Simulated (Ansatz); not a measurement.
# Al: the cost of one run

Program: Ansatz 0.2.0. Level of theory: DFT PBEsol, scalar-relativistic, plane waves, PAW. These are calculated values, not measurements.

### 1 The starting structure

It takes space group P6_3/mmc (No. 194, hexagonal). The conventional cell has a = 2.812 Å, b = 2.812 Å, c = 4.867 Å, α = 90.00°, β = 90.00°, γ = 120.00°. Around Al (site symmetry -6m2) lie 12 Al at 2.81 to 2.93 Å.

Coordinates:

```cif
data_structure
_symmetry_space_group_name_H-M 'P6_3/mmc'
_symmetry_Int_Tables_number 194
_cell_length_a 2.8125
_cell_length_b 2.8125
_cell_length_c 4.8668
_cell_angle_alpha 90.000
_cell_angle_beta 90.000
_cell_angle_gamma 120.000
_cell_volume 33.34
loop_
_atom_site_label
_atom_site_type_symbol
_atom_site_symmetry_multiplicity
_atom_site_Wyckoff_symbol
_atom_site_fract_x
_atom_site_fract_y
_atom_site_fract_z
_atom_site_occupancy
Al1 Al 2 d 0.66667 0.33333 0.25000 1
```

It goes back to an entry of the Materials Project, which need not be the stable form.

The cell is taken as given, not relaxed at this level.

### 2 Reference: the perfect supercell

Contents of input.yaml:

```yaml
crystal:
  lattice:
    - [-4.2186830272, 2.4356577814, -4.86685]
    - [4.2186830273, 2.4356577814, -4.86685]
    - [-1.0e-10, -4.8713155628, -4.86685]
  atoms:
    - { symbol: Al, position: [0.9722222222, 0.9722222222, 0.3055555556] }
    - { symbol: Al, position: [0.3055555556, 0.9722222222, 0.9722222222] }
    - { symbol: Al, position: [0.6388888889, 0.3055555556, 0.3055555556] }
    - { symbol: Al, position: [0.3055555556, 0.6388888889, 0.3055555556] }
    - { symbol: Al, position: [0.9722222222, 0.3055555556, 0.9722222222] }
    - { symbol: Al, position: [0.6388888889, 0.9722222222, 0.6388888889] }
    - { symbol: Al, position: [0.3055555556, 0.3055555556, 0.6388888889] }
    - { symbol: Al, position: [0.6388888889, 0.6388888889, 0.9722222222] }
    - { symbol: Al, position: [0.9722222222, 0.6388888889, 0.6388888889] }
    - { symbol: Al, position: [0.3611111111, 0.0277777778, 0.3611111111] }
    - { symbol: Al, position: [0.6944444444, 0.0277777778, 0.0277777778] }
    - { symbol: Al, position: [0.0277777778, 0.3611111111, 0.3611111111] }
    - { symbol: Al, position: [0.6944444444, 0.6944444444, 0.3611111111] }
    - { symbol: Al, position: [0.3611111111, 0.3611111111, 0.0277777778] }
    - { symbol: Al, position: [0.0277777778, 0.0277777778, 0.6944444444] }
    - { symbol: Al, position: [0.6944444444, 0.3611111111, 0.6944444444] }
    - { symbol: Al, position: [0.0277777778, 0.6944444444, 0.0277777778] }
    - { symbol: Al, position: [0.3611111111, 0.6944444444, 0.6944444444] }
  symmetry: { detect: false }
basis:
  ecutwfc: 420
kpoints:
  mp_grid: { grid: [3, 3, 3], shift: [0.0, 0.0, 0.0] }
hamiltonian:
  xc: pbesol
scf:
  occupations: { method: gaussian, width: 0.1 }
output:
  forces: true
  stress: true
  eigenvalues: true
```

Command:

```bash
ansatz run input.yaml --threads 4 --pin off --max-ram 9216MiB --backend cpu --events-out ev --progress --plain --runs-dir out
```

Q: Estimate wall time and peak memory on 4 threads of Arm Neoverse V1, shared host.

About 3.6 s, with a peak of 0.66 GiB.
